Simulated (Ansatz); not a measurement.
# FHMoO₂S: small, medium and large basis sets

The task here is to estimate one member of a computed series from the others.

The runs use Ansatz 0.2.0, Gaussian basis; one geometry, several basis sets.

The runs, in order: PBE0-D4/def2-SVP; ωB97M-V/def2-SVP; PBE0-D4/def2-QZVPP; ωB97M-V/def2-QZVPP; the functionals' def2-TZVPP values are taken from earlier runs.

1 further run of the same task is left out (for a known fault of the program).

**The geometry**

The geometry comes from an earlier relaxation with PBE0-D4 in a triple-zeta def2 set; it is a stationary point. Mo takes the def2 core potential; no spin-orbit term is included.

SMILES `[O]=[Mo]([OH])([F])=[S]`, 6 atoms, charge 0, spin multiplicity 1.

Atoms are counted from 1 here; the program's logs count them from 0.

Bond lengths: O1–Mo2 1.664 Å, Mo2–O3 1.856 Å, Mo2–F4 1.840 Å, Mo2–S5 2.104 Å, O3–H6 0.962 Å. Angles: O1–Mo2–O3 109.7°, O1–Mo2–F4 109.7°, O1–Mo2–S5 108.3°, O3–Mo2–F4 110.9°, O3–Mo2–S5 108.6°, F4–Mo2–S5 109.6°, Mo2–O3–H6 122.7°.

Set-up of the first run:

Input file in.yaml:

```yaml
crystal:
  periodic: [false, false, false]
  atoms:
    - {symbol: O, position_ang: [-1.383406, 0.227133, 1.044604]}
    - {symbol: Mo, position_ang: [-0.304068, 0.127916, -0.218565]}
    - {symbol: O, position_ang: [1.304988, -0.572072, 0.387398]}
    - {symbol: F, position_ang: [-1.011356, -0.918325, -1.556855]}
    - {symbol: S, position_ang: [0.040689, 2.070835, -0.947466]}
    - {symbol: H, position_ang: [1.395253, -0.999486, 1.244784]}
basis:
  gaussian: {orbitals: def2-SVP}
hamiltonian: {xc: pbe0, dispersion: d4}
output: {orbitals: {seedname: orbitals}}
```

Command:

```sh
$ ansatz run in.yaml --threads 4 --pin off --events-out ev --progress --plain --max-ram 10444MiB
```

Among the steps run: PBE0-D4 in def2-SVP; ωB97M-V in def2-SVP; PBE0-D4 in def2-QZVPP; ωB97M-V in def2-QZVPP.

One of the session's tables, all rows but one given; the rest of the session is left out.

It belongs to the step «Density functionals: the series». 

```
functional       basis  HOMO (eV)  LUMO (eV)
   PBE0-D4    def2-SVP      -8.02      -3.04
   PBE0-D4  def2-TZVPP      -8.02      -3.04
   PBE0-D4  def2-QZVPP      -8.03      -3.05
   ωB97M-V    def2-SVP     -10.09      -0.92
   ωB97M-V  def2-TZVPP     -10.12      -0.96
   ωB97M-V  def2-QZVPP          ?          ?
```

Q: Estimate the row for ωB97M-V, def2-QZVPP from the others.

The run gave: HOMO (eV): -10.14; LUMO (eV): -0.99. In the column «HOMO (eV)» it is the lowest.
